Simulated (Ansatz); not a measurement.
I need a formation energy from the elements of LaMg3 and its elements. Use Ansatz 0.2.0 through its Python package. Level of theory (first run): PBEsol, norm-conserving potentials, the default cutoff (1497 eV here), 5×5×5 k-points, Fermi-Dirac smearing of 0.05 eV.

Script `lamg3.py`:
```python
from collections import Counter
import warnings

import ansatz
import numpy as np

PHASES = {
    "LaMg3": (
        [(4.82631, 0.0, 0.0), (0.0, 4.82631, 0.0), (0.0, 0.0, 4.82631)],
        [
            ("La", (0.0, 0.0, 0.0)),
            ("Mg", (0.5, 0.5, 0.0)),
            ("Mg", (0.5, 0.0, 0.5)),
            ("Mg", (0.0, 0.5, 0.5)),
        ],
    ),
    "La": (
        [(3.77, 0.0, 0.0), (-1.885, 3.26492, 0.0), (0.0, 0.0, 12.159)],
        [
            ("La", (0.0, 0.0, 0.0)),
            ("La", (0.0, 0.0, 0.5)),
            ("La", (1 / 3, 2 / 3, 0.75)),
            ("La", (2 / 3, 1 / 3, 0.25)),
        ],
    ),
    "Mg": (
        [(3.2093, 0.0, 0.0), (-1.60465, 2.77934, 0.0), (0.0, 0.0, 5.2103)],
        [
            ("Mg", (1 / 3, 2 / 3, 0.25)),
            ("Mg", (2 / 3, 1 / 3, 0.75)),
        ],
    ),
}


def build(vectors, sites):
    crystal = ansatz.Crystal(lattice=ansatz.Lattice.of(vectors))
    for symbol, position in sites:
        crystal = crystal.atom(symbol, position)
    return crystal


def run_phase(name, crystal):
    calc = (
        crystal.calculation()
        .initial_density(normalization="cell")
        .scf(tolerance=1e-05, max_iterations=60, extra_bands=8)
        .functional("pbesol")
        .pseudopotentials("nc")
        .eigensolver("davidson", full_accuracy=True)
        .kpoints(spacing=0.3)
        .occupations("fermi_dirac", width=0.05)
        .stress()
    )
    calc = calc.relax(force_tolerance=0.02, max_steps=60, cell=True)
    return calc.run()


def counts(outcome):
    return Counter(site.symbol for site in outcome.lattice.sites)

def formation_energy(outcome, mu):
    n = counts(outcome)
    return (outcome.report["energy_sigma0_ev"] - sum(k * mu[element] for element, k in n.items())) / sum(n.values())


def volume_per_atom(outcome):
    return abs(np.linalg.det(outcome.lattice.cell_ang)) / len(outcome.lattice.sites)

warnings.simplefilter("ignore", ansatz.DeckWarning)

phases = {name: build(*cell) for name, cell in PHASES.items()}

done = {name: run_phase(name, crystal) for name, crystal in phases.items()}

references = {"La": "La", "Mg": "Mg"}
mu = {element: done[name].report["energy_sigma0_ev"] / len(done[name].lattice.sites) for element, name in references.items()}

target = done["LaMg3"]
heat = formation_energy(target, mu)
n = counts(target)
print("cell content:", dict(n), " volume", round(volume_per_atom(target), 3), "A^3/atom")
print("formation energy", round(heat, 4), "eV/atom,", round(heat * sum(n.values()), 4), "eV per cell")
print("bound against the elements" if heat < 0 else "unbound against the elements")
```

```console
$ python lamg3.py
cell content: {<Element.LA: 'La'>: 1, <Element.MG: 'Mg'>: 3}  volume 27.219 A^3/atom
formation energy -0.0197 eV/atom, -0.0788 eV per cell
bound against the elements
```

Caveats:
- The settings weren't tested for convergence.
- For the metals among these phases the mesh is modest: differences between phases can be off by up to 40 meV an atom.
- The program warned that this SCF threshold is loose for forces or stresses.
- The cells come from databases of deposited and of computed structures, and not all need be stable phases.
- The compound is the structure given, not necessarily its lowest; energies are at zero temperature, with no correction for gases. A semilocal functional's error on such energies is often 0.05 to 0.1 eV an atom, and 0.1 to 0.3 eV against gases such as O2 or F2.
- The script silences the warnings on its input, which a real study should read.
- Finished in 4.6 min on 1 thread of Arm Neoverse V2, with other jobs on the host, peak memory 0.97 GiB.

(Lines on the test bed's own set-up are left out of the output.)
